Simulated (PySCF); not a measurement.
# BSb under other conditions

Aim: change spin, charge, geometry, field or solvent of BSb, one at a time, and compare with the base run.

Program: PySCF 2.14.0. Level of theory: each script names its method and basis. These are calculated values, not measurements.

5 further runs of the same task are left out: 2 for a known fault of the program, 3 that didn't finish.

## 1. Where the work starts

BSb: 2 atoms, charge 0, spin multiplicity 1.

Bond lengths: B1–Sb2 2.289 Å.

## 2. The run that the others are compared with

File input.py:

```python
from pyscf import gto, dft

mol = gto.M(
    atom='B 0 0 0; Sb 0 0 2.289',
    basis='lanl2dz',
    ecp={'Sb': 'lanl2dz'},
    charge=0,
    spin=0,
    verbose=4,
)
mf = dft.RKS(mol, xc='bp86')
mf = mf.newton()
mf.kernel()
mf.stability(internal=True, external=True)
mf.dip_moment()
print('orbital energies (hartree):', mf.mo_energy[..., max(0, mol.nelec[1]-3):mol.nelec[0]+3].round(4))
```

Command:

```bash
> python input.py
```

Its log is not repeated here.

Base result: E(SCF) = -30.084052 Eh, 5 macro-iterations, μ = 0.38 D, internal unstable; real -> complex stable; RHF/RKS -> UHF/UKS unstable.

The bond length is a typed value, not an optimised one. A lower solution of the same kind exists, so this energy is an upper bound.

## 3. Bond 0.5 Å

Run 1 changes bond length: 2.289 Å → 0.5 Å.

File input.py:

```python
from pyscf import gto, dft

mol = gto.M(
    atom='B 0 0 0; Sb 0 0 0.5',
    basis='lanl2dz',
    ecp={'Sb': 'lanl2dz'},
    charge=0,
    spin=0,
    verbose=4,
)
mf = dft.RKS(mol, xc='bp86')
mf = mf.newton()
mf.kernel()
mf.stability(internal=True, external=True)
mf.dip_moment()
print('orbital energies (hartree):', mf.mo_energy[..., max(0, mol.nelec[1]-3):mol.nelec[0]+3].round(4))
```

Command:

```bash
> python input.py
```

## 4. Electric field 0.01 a.u.

Run 2 changes electric field: none → 0.01 a.u.

input.py: that of step 2 with these lines changed.

```diff
@@ -11,2 +11,7 @@
 mf = dft.RKS(mol, xc='bp86')
+field = 0.01  # electric field along z, atomic units
+h = mf.get_hcore() + field*mol.intor('int1e_r')[2]
+mf.get_hcore = lambda *args: h
+e_nuc = mol.energy_nuc() - field*mol.atom_charges() @ mol.atom_coords()[:, 2]
+mf.energy_nuc = lambda *args: e_nuc
 mf = mf.newton()
```

## 5. Bond 2.449 Å

Run 3 changes bond length: 2.289 Å → 2.449 Å.

input.py: that of step 2 with these lines changed.

```diff
@@ -3,3 +3,3 @@
 mol = gto.M(
-    atom='B 0 0 0; Sb 0 0 2.289',
+    atom='B 0 0 0; Sb 0 0 2.449',
     basis='lanl2dz',
```

## 6. Charge +1 (doublet, UKS)

Run 4 changes charge: 0 → 1; spin (2S): 0 → 1; SCF type: RKS → UKS.

File input.py:

```python
from pyscf import gto, dft

mol = gto.M(
    atom='B 0 0 0; Sb 0 0 2.289',
    basis='lanl2dz',
    ecp={'Sb': 'lanl2dz'},
    charge=1,
    spin=1,
    verbose=4,
)
mf = dft.UKS(mol, xc='bp86')
mf = mf.newton()
mf.kernel()
mf.stability(internal=True, external=True)
mf.dip_moment()
print('orbital energies (hartree):', [e[max(0, n-3):n+3].round(4) for e, n in zip(mf.mo_energy, mol.nelec)])
```

**Question.** What will these runs give? Wanted: for each run, E(SCF); from base; gap, α spin; SCF dipole; after the SCF.

**Answer**, as computed:

| run | E(SCF) (hartree) | from base (eV) | cycles | gap, α spin (eV) | SCF dipole (D) | after the SCF |
| --- | --- | --- | --- | --- | --- | --- |
| base | -30.084052 | 0 | 5 macro | -0.60 | 0.38 | unstable: internal, RHF/RKS -> UHF/UKS |
| bond 0.5 Å (poor choice) | -18.619428 | +311.9683 | 3 macro | 9.41 | 0.18 | stable |
| electric field 0.01 a.u. | -30.090193 | -0.1671 | 6 macro | -0.65 | 2.75 | unstable: internal, RHF/RKS -> UHF/UKS |
| bond 2.449 Å | -30.065716 | +0.4990 | 5 macro | -0.77 | 0.33 | unstable: internal, RHF/RKS -> UHF/UKS |
| charge +1 (doublet, UKS) | -29.804645 | +7.6031 | 9 macro | 0.84 | n/a | unstable: UHF/UKS -> GHF/GKS |

What this shows: Of the runs whose energies can be compared, “bond 0.5 Å” moves the SCF energy most (+311.968 eV). At the SCF level, going to the doublet with one electron fewer costs 7.60 eV at fixed geometry, against 5.47 eV for the negative of the highest filled level. With bond 0.5 Å the frontier gap moves by over 1.5 eV, which can mean another electronic state rather than the bond length alone. Rows marked «poor choice» come from settings spoiled on purpose.
